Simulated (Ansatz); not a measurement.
What does this script print? It uses the Ansatz DFT code, driven from Python.

`run_trend.py`:
```python
"""Trends along isostructural compounds in space group Pm-3m, after relaxing atoms and volume at fixed cell shape."""

import warnings

import ansatz as az
import numpy as np

BETA = 0.5
SCF_TOL = 1e-05
MAX_SCF = 100
K_SPACING = 0.26
FILLING = "cold"
SMEARING_WIDTH = 0.1

PHASES = {
    "Sc3PbC": (
        [(4.55407219, 0.0, 0.0), (0.0, 4.55407219, 0.0), (0.0, 0.0, 4.55407219)],
        [
            ("Sc", (0.0, 0.5, 0.5)),
            ("Sc", (0.5, 0.5, 0.0)),
            ("Sc", (0.5, 0.0, 0.5)),
            ("Pb", (0.0, 0.0, 0.0)),
            ("C", (0.5, 0.5, 0.5)),
        ],
    ),
    "Y3PbC": (
        [(4.9095349, 0.0, 0.0), (0.0, 4.9095349, 0.0), (0.0, 0.0, 4.9095349)],
        [
            ("Y", (0.5, 0.0, 0.5)),
            ("Y", (0.0, 0.5, 0.5)),
            ("Y", (0.5, 0.5, 0.0)),
            ("Pb", (0.0, 0.0, 0.0)),
            ("C", (0.5, 0.5, 0.5)),
        ],
    ),
    "La3PbC": (
        [(5.239168, 0.0, 0.0), (0.0, 5.239168, 0.0), (0.0, 0.0, 5.239168)],
        [
            ("La", (0.5, 0.0, 0.5)),
            ("La", (0.0, 0.5, 0.5)),
            ("La", (0.5, 0.5, 0.0)),
            ("Pb", (0.0, 0.0, 0.0)),
            ("C", (0.5, 0.5, 0.5)),
        ],
    ),
    "Lu3PbC": (
        [(4.75169539, 0.0, 0.0), (0.0, 4.75169539, 0.0), (0.0, 0.0, 4.75169539)],
        [
            ("Lu", (0.5, 0.0, 0.0)),
            ("Lu", (0.0, 0.5, 0.0)),
            ("Lu", (0.0, 0.0, 0.5)),
            ("Pb", (0.5, 0.5, 0.5)),
            ("C", (0.0, 0.0, 0.0)),
        ],
    ),
}


def build(vectors, sites):
    crystal = az.Crystal(lattice=az.Lattice.of(vectors))
    for symbol, position in sites:
        crystal = crystal.atom(symbol, position)
    return crystal


def compute(name, crystal, relax=True):
    calc = (
        crystal.calculation()
        .mixing("msr1", beta=BETA)
        .scf(tolerance=SCF_TOL, max_iterations=MAX_SCF, lower_state_search="off")
        .basis(18 * az.Ha)
        .functional(az.Functional.LDA)
        .kpoints(spacing=K_SPACING)  # sampling of the Brillouin zone
        .occupations(FILLING, width=SMEARING_WIDTH)
        .stress()  # positive in compression
        .band_table()
    )
    if relax:
        calc = calc.relax(force_tolerance=0.02, fix_cell=["shape"])
    return calc.run(threads=1)

def bulk_modulus(name, outcome, step=0.02):
    # B = -V dP/dV from the pressures of two uniformly scaled cells, atoms held at their fractions
    pressure = []
    for factor in (1 - step, 1.0, 1 + step):
        cell = az.Crystal(lattice=az.Lattice.of(outcome.lattice.cell_ang * factor ** (1 / 3)))
        for site in outcome.report["lattice"]["sites"]:
            cell = cell.atom(site["symbol"], site["position_frac"])
        pressure.append(np.trace(compute(name, cell, relax=False).report["stress_gpa"]) / 3)
    slope, bend = (pressure[0] - pressure[2]) / (2 * step), abs(pressure[0] + pressure[2] - 2 * pressure[1])
    # a jump of mesh or basis between the cells shows as a kink: no modulus then
    return float(slope) if bend < 12 * step**2 * abs(slope) + 0.15 and abs(pressure[1]) < 1.5 else float("nan")


def volume_per_atom(outcome):
    return abs(np.linalg.det(outcome.lattice.cell_ang)) / len(outcome.lattice.sites)


def main() -> None:
    warnings.simplefilter("ignore")

    phases = {name: build(*cell) for name, cell in PHASES.items()}

    done = {}
    for name, crystal in phases.items():
        try:
            done[name] = compute(name, crystal)
        except az.NonConvergedError as error:
            print(name, "did not converge:", str(error)[:120])

    rows = [(name, volume_per_atom(o), bulk_modulus(name, o)) for name, o in done.items()]
    print("| compound | V (A^3/atom) | B (GPa) |")
    print("| --- | --- | --- |")
    for row in rows:
        print(f"| {row[0]} | {row[1]:.3f} | {row[2]:.0f} |")


if __name__ == "__main__":
    main()
```

```console
$ python run_trend.py
| compound | V (A^3/atom) | B (GPa) |
| --- | --- | --- |
| Sc3PbC | 17.744 | 113 |
| Y3PbC | 22.316 | 90 |
| La3PbC | 26.850 | 68 |
| Lu3PbC | 20.253 | 102 |
```

What to keep in mind:
- The settings weren't tested for convergence.
- For the metals among these phases the mesh is modest: differences between phases can be off by up to 40 meV an atom.
- The program warned that this SCF threshold is loose for forces or stresses.
- Atoms and volume are relaxed with the cell's shape held, which in cells of lower than cubic symmetry can hide stresses and shift volumes.
- Pressure is positive in compression.
- Spin-orbit coupling, which matters for elements this heavy, is left out.
- The cells come from databases of deposited and of computed structures, and not all need be stable phases.
- Members taken from a database of computed cells needn't be known phases.
- The script silences warnings, which a real study should read.
- The whole script took 3.2 min on 1 thread of Arm Neoverse V1, on a shared host, peak memory 0.54 GiB.
